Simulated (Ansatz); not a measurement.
**C₃H₆S₂Si: a ladder of functionals and wavefunction methods**

One table from this session's results is given with a row withheld; the runs are named, their logs left out.

The runs use Ansatz 0.2.0, Gaussian basis; functionals in def2-TZVPP, the program's frozen cores in correlated methods.

Plan: PBE-D4, r2SCAN-D4, PBE0-D4, B3LYP-D4, ωB97X-V, ωB97M-V, B2PLYP; CCSD(T)/def2-TZVPP; MP2/def2-QZVPP; extrapolation to the limit.

## The relaxed structure

The geometry comes from an earlier relaxation with PBE0-D4 in a triple-zeta def2 set; it is a stationary point, not always the lowest conformer.

SMILES `C#CSS[SiH2]C`, 12 atoms, charge 0, spin multiplicity 1.

Atoms are counted from 1 here; the program's logs count them from 0.

Bond lengths: C1–C2 1.206 Å, C1–H7 1.064 Å, C2–S3 1.673 Å, S3–S4 2.073 Å, S4–Si5 2.156 Å, Si5–C6 1.865 Å, Si5–H8 1.485 Å, Si5–H9 1.484 Å, C6–H10 1.093 Å, C6–H11 1.092 Å, C6–H12 1.092 Å. Angles: C2–C1–H7 179.6°, C1–C2–S3 176.6°, C2–S3–S4 103.4°, S3–S4–Si5 97.1°, S4–Si5–C6 107.1°, S4–Si5–H8 108.6°, S4–Si5–H9 108.3°, C6–Si5–H8 111.7°, C6–Si5–H9 111.8°, H8–Si5–H9 109.2°, Si5–C6–H10 109.8°, Si5–C6–H11 111.1°, Si5–C6–H12 111.0°, H10–C6–H11 108.1°, H10–C6–H12 108.2°, H11–C6–H12 108.6°.

Set-up of the first run:

in.yaml reads:

```yaml
crystal:
  periodic: [false, false, false]
  atoms:
    - {symbol: C, position_ang: [-1.560388, -2.734745, 1.880392]}
    - {symbol: C, position_ang: [-1.701923, -2.194963, 0.811693]}
    - {symbol: S, position_ang: [-1.918508, -1.535567, -0.711005]}
    - {symbol: S, position_ang: [-1.521868, 0.478309, -0.422461]}
    - {symbol: Si, position_ang: [0.611569, 0.375611, -0.714626]}
    - {symbol: C, position_ang: [1.279239, 2.102965, -0.494684]}
    - {symbol: H, position_ang: [-1.436999, -3.205021, 2.827167]}
    - {symbol: H, position_ang: [0.877485, -0.147211, -2.078813]}
    - {symbol: H, position_ang: [1.174563, -0.564247, 0.286970]}
    - {symbol: H, position_ang: [2.362949, 2.101329, -0.638377]}
    - {symbol: H, position_ang: [0.841060, 2.790120, -1.221391]}
    - {symbol: H, position_ang: [1.069721, 2.478322, 0.509035]}
basis:
  gaussian: {orbitals: def2-TZVPP}
hamiltonian: {xc: pbe, dispersion: d4}
output: {forces: true, orbitals: {seedname: orbitals}}
```

On the command line:

```
$ ansatz run in.yaml --threads 2 --pin off --events-out ev --progress --plain --max-ram 32768MiB --backend cuda --devices 0, --max-vram 18GiB
```

Among the steps run: PBE-D4 (GGA); r2SCAN-D4 (meta-GGA); PBE0-D4 (hybrid); B3LYP-D4 (hybrid); ωB97X-V (range-separated); ωB97M-V (range-separated); B2PLYP (double hybrid); CCSD(T) in def2-TZVPP; MP2 in def2-QZVPP.

One of the session's tables, all rows but one given; the rest of the session is left out.

```
            method  atomisation energy (eV)
            PBE-D4                   46.943
         r2SCAN-D4                   46.012
           PBE0-D4                        ?
          B3LYP-D4                   45.695
           ωB97X-V                   45.865
           ωB97M-V                   45.973
            B2PLYP                   45.146
     HF/def2-TZVPP                   32.686
    MP2/def2-TZVPP                   45.262
   CCSD/def2-TZVPP                   43.411
CCSD(T)/def2-TZVPP                   44.307
           MP2/CBS                   46.651
       CCSD(T)/CBS                   45.696
```

**Question.** Estimate the row for PBE0-D4.

The run gave: atomisation energy (eV): 46.035. In the column «atomisation energy (eV)» it lies between r2SCAN-D4 (46.012) and MP2/CBS (46.651).

To keep in mind: Free atoms (3 C, 2 S, 1 Si, 6 H) were run apart at each level; the atomisation energy is their sum less the molecule, without zero-point or spin-orbit terms.
